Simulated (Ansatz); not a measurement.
# Si₂NH₇ + HF: a complex and its separated parts

Aim: how far the complex at one end of a reaction step lies below its separated, relaxed parts, level by level.

Program: Ansatz 0.2.0, Gaussian basis. Level of theory: PBE0-D4/def2-TZVP structures, single points in def2-TZVPP, no counterpoise correction. These are calculated values, not measurements.

Levels: SPW92, PBE-D4, BLYP-D4, r2SCAN-D4, B97M-V, PBE0-D4, B3LYP-D4, r2SCAN0-D4, BHLYP-D4, CAM-B3LYP-D4, wB97X-V, wB97M-V, B2PLYP, PBE-QIDH, RPA on PBE, Hartree-Fock, MP2, CCSD, CCSD(T).

Cores are frozen in the correlated methods. B3LYP uses VWN-RPA correlation. B2PLYP carries no dispersion term here.

94 further runs of the same task are left out: 94 set aside as unsound or not needed.

## (1) Where the work starts

The complex: 12 atoms, charge 0, spin multiplicity 1.

Atoms are counted from 1 here; the program's logs count them from 0.

Bond lengths: Si1–H3 1.487 Å, Si1–H4 1.488 Å, Si1–N5 1.717 Å, Si1–Si7 2.359 Å, F2–H6 0.931 Å, N5–H8 1.010 Å, N5–H9 1.007 Å, Si7–H10 1.488 Å, Si7–H11 1.506 Å, Si7–H12 1.489 Å. Angles: H3–Si1–H4 109.6°, H3–Si1–N5 110.0°, H3–Si1–Si7 106.8°, H4–Si1–N5 108.1°, H4–Si1–Si7 107.2°, N5–Si1–Si7 115.0°, Si1–N5–H8 118.3°, Si1–N5–H9 119.3°, H8–N5–H9 111.3°, Si1–Si7–H10 112.4°, Si1–Si7–H11 110.7°, Si1–Si7–H12 113.6°, H10–Si7–H11 105.4°, H10–Si7–H12 109.0°, H11–Si7–H12 105.2°.

Geometry (Å):

```
Si   -1.0318    0.5278    0.3941
F     0.6036   -2.4800   -0.3325
H    -2.1329   -0.0806   -0.3995
H    -1.4719    1.8435    0.9309
N    -0.6364   -0.4842    1.7234
H     0.8888   -1.7737   -0.8671
Si    0.7404    0.9436   -1.1061
H    -0.2908   -1.4132    1.5317
H    -0.1861   -0.0849    2.5308
H     1.9047    1.5926   -0.4440
H     1.2717   -0.3460   -1.6733
H     0.3409    1.7550   -2.2884
```

Its parts: Si₂NH₇ holds atoms 1, 3, 4, 5, 7, 8, 9, 10, 11, 12; HF holds atoms 2, 6. Each part counts its atoms afresh in its own runs.

## (2) Relaxing Si₂NH₇ alone

Input file relax-a/in.yaml:

```yaml
crystal:
  periodic: [false, false, false]
  atoms:
    - {symbol: Si, position_ang: [-1.031839, 0.527838, 0.394072]}
    - {symbol: H, position_ang: [-2.132945, -0.080614, -0.399467]}
    - {symbol: H, position_ang: [-1.471926, 1.843514, 0.930905]}
    - {symbol: N, position_ang: [-0.636447, -0.484205, 1.723363]}
    - {symbol: Si, position_ang: [0.740398, 0.943650, -1.106051]}
    - {symbol: H, position_ang: [-0.290780, -1.413210, 1.531750]}
    - {symbol: H, position_ang: [-0.186099, -0.084889, 2.530831]}
    - {symbol: H, position_ang: [1.904683, 1.592634, -0.443971]}
    - {symbol: H, position_ang: [1.271692, -0.346032, -1.673315]}
    - {symbol: H, position_ang: [0.340939, 1.754954, -2.288368]}
basis:
  gaussian: {orbitals: def2-TZVP}
hamiltonian: {xc: pbe0, dispersion: d4}
relax: {f_tol: 0.005, max_steps: 200}
```

On the command line:

```bash
$ ansatz run in.yaml --threads 4 --pin off --events-out ev --progress --plain --max-ram 9574MiB
```

Further steps of the session: Relaxing HF alone; SPW92/def2-TZVPP; PBE-D4/def2-TZVPP; BLYP-D4/def2-TZVPP; r2SCAN-D4/def2-TZVPP; B97M-V/def2-TZVPP; PBE0-D4/def2-TZVPP; B3LYP-D4/def2-TZVPP; r2SCAN0-D4/def2-TZVPP; BHLYP-D4/def2-TZVPP; CAM-B3LYP-D4/def2-TZVPP; wB97X-V/def2-TZVPP; wB97M-V/def2-TZVPP; B2PLYP/def2-TZVPP; PBE-QIDH/def2-TZVPP; RPA on PBE/def2-TZVPP; CCSD(T)/def2-TZVPP; Vibrations of Si₂NH₇; Vibrations of HF.

Before running it: what results should come out? Wanted: complex less parts, CCSD(T)/def2-TZVPP; with zero-point energy; largest T1 diagnostic.

As calculated:

```
                              quantity         value
complex less parts, CCSD(T)/def2-TZVPP  -15.6 kJ/mol
                with zero-point energy   -8.9 kJ/mol
                 largest T1 diagnostic         0.012
```

At CCSD(T) the complex lies 15.6 kJ/mol below its parts. The functionals run from B2PLYP, off by 0.0 kJ/mol, to SPW92, off by -21.7 kJ/mol, against CCSD(T). By rung, the mean size of the error is: LDA 21.7, GGA 7.9, meta-GGA 6.1, hybrid 4.4, range-separated hybrid 4.9, double hybrid 0.1 kJ/mol. PBE-D4 gives a relative energy 9.2 kJ/mol too low, outside chemical accuracy (1 kcal/mol, 4.2 kJ/mol). No counterpoise was applied, and triple zeta lacks some correlation, so the CCSD(T) reference has a basis error of its own, and close matches with it are partly luck.
